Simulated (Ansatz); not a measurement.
# MnI: the cost of one run

Program: Ansatz 0.2.0. Level of theory: DFT PBE, scalar-relativistic, plane waves, PAW. These are calculated values, not measurements.

### 1 The structure to begin with

Symmetry: P4/mmm, No. 123, tetragonal system. Conventional cell: a = 3.539 Å, b = 3.539 Å, c = 4.639 Å, α = 90.00°, β = 90.00°, γ = 90.00°. Around Mn (site symmetry 4/mmm) lie 8 I at 3.41 Å and 4 Mn at 3.54 Å. I (site symmetry 4/mmm) is surrounded by 8 Mn at 3.41 Å.

As a file:

```cif
data_structure
_symmetry_space_group_name_H-M 'P 1'
_symmetry_Int_Tables_number 1
_cell_length_a 3.5394
_cell_length_b 3.5394
_cell_length_c 4.6391
_cell_angle_alpha 90.000
_cell_angle_beta 90.000
_cell_angle_gamma 90.000
_cell_volume 58.12
loop_
_atom_site_label
_atom_site_type_symbol
_atom_site_fract_x
_atom_site_fract_y
_atom_site_fract_z
_atom_site_occupancy
Mn1 Mn 0.50000 0.50000 0.50000 1
I1 I 0.00000 0.00000 0.00000 1
```

(A quick probe on a coarse mesh, which set the mesh and smearing, is not shown.)

### 3 Full relaxation

Contents of input.yaml:

```yaml
crystal:
  lattice:
    - [3.5393773166, 0.0, 0.0]
    - [0.0, 3.5393773166, 0.0]
    - [0.0, 0.0, 4.6391124113]
  atoms:
    - { symbol: Mn, position: [0.5, 0.5, 0.5], spin: 4.91 }
    - { symbol: I, position: [0.0, 0.0, 0.0] }
basis:
  ecutwfc: 420
kpoints:
  mp_grid: { grid: [16, 16, 12] }
hamiltonian:
  xc: pbe
scf:
  occupations: { method: gaussian, width: 0.1 }
output:
  forces: true
  stress: true
  eigenvalues: true
  populations: true
magnetization:
  spin_polarized: true
relax:
  adjacent_minimum: "off"
  f_tol: 0.01
  max_steps: 80
  cell: { stress_tol: 0.05 }
```

Command:

```sh
> ansatz run input.yaml --threads 1 --pin off --max-ram 2560MiB --backend cpu --events-out ev --progress --plain --runs-dir out
```

What time and memory should one allow on 1 thread of Intel Xeon Platinum 8259CL at 2.50GHz (Skylake/Cascade Lake), shared host?

About 11 min, with a peak of 0.91 GiB.
